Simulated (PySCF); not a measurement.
# C2H8B2F2Si: electronic excitations

Wanted: the electronic excitations of C2H8B2F2Si (`B[SiH2]CCB(F)F`), by calculation.

The runs use PySCF 2.14.0, with density-fitted response routines of our own; the level of theory stands in each step. All values are computed, except where a source is named. Atoms are numbered from 0 throughout.

### Step 1. The molecule as given

15 atoms, charge 0, multiplicity 1; geometry from: GFN2-xTB.

Bonds of the start (Å): B0–Si1 1.96, Si1–C2 1.92, C2–C3 1.53, C3–B4 1.57, B4–F5 1.32, B4–F6 1.32, B0–H7 1.17, B0–H8 1.17, Si1–H9 1.48, Si1–H10 1.48, C2–H11 1.09, C2–H12 1.09, C3–H13 1.10, C3–H14 1.09.

### Step 2. Excited states and response: CAM-B3LYP/def2-SVPD

What the job is given:

```
{"job": {"kind": "uv", "xc": "CAM-B3LYP", "basis": "def2-SVPD", "nstates": 8, "ntriplets": 3}, "charge": 0, "multiplicity": 1}
B      1.273844     1.602254    -0.361196
Si     1.383087    -0.304723    -0.781658
C     -0.340907    -1.128813    -0.581047
C     -0.980809    -0.801702     0.773728
B     -1.362278     0.714879     0.944355
F     -1.617512     1.271612     2.113020
F     -1.493088     1.551791    -0.070745
H      1.182357     2.422756    -1.188047
H      1.327464     1.978286     0.746381
H      2.273077    -1.092450     0.102185
H      1.813735    -0.690003    -2.139996
H     -1.003874    -0.789353    -1.377424
H     -0.252119    -2.209814    -0.686751
H     -1.890961    -1.400770     0.902395
H     -0.316429    -1.115959     1.582889
```

Method: TDDFT CAM-B3LYP/def2-SVPD, vertical, gas phase, core orbitals frozen in the response.

The run is started by

```bash
$ OMP_NUM_THREADS=1 python probes_run.py task.json out
```

One launch serves the whole session: the jobs run in the order shown.

Predict these results of the whole session: lowest singlet (CAM-B3LYP/def2-SVPD); brightest single state of those computed; lowest triplet.

**Answer**, as computed:

| quantity | value |
| --- | --- |
| lowest singlet (CAM-B3LYP/def2-SVPD) | 4.37 eV (284 nm), f = 0.010 |
| brightest single state of those computed | state 3, 5.67 eV, f = 0.056 |
| lowest triplet | 3.50 eV |

**Reading.** The first singlet state (HOMO→LUMO 0.64, HOMO−1→LUMO 0.32) lies at 4.37 eV and is weak; of the 8 states computed, the strongest absorption comes from state 3 at 5.67 eV. The lowest triplet lies 0.86 eV below the lowest singlet (triplets in Tamm-Dancoff, singlets in full TDDFT).
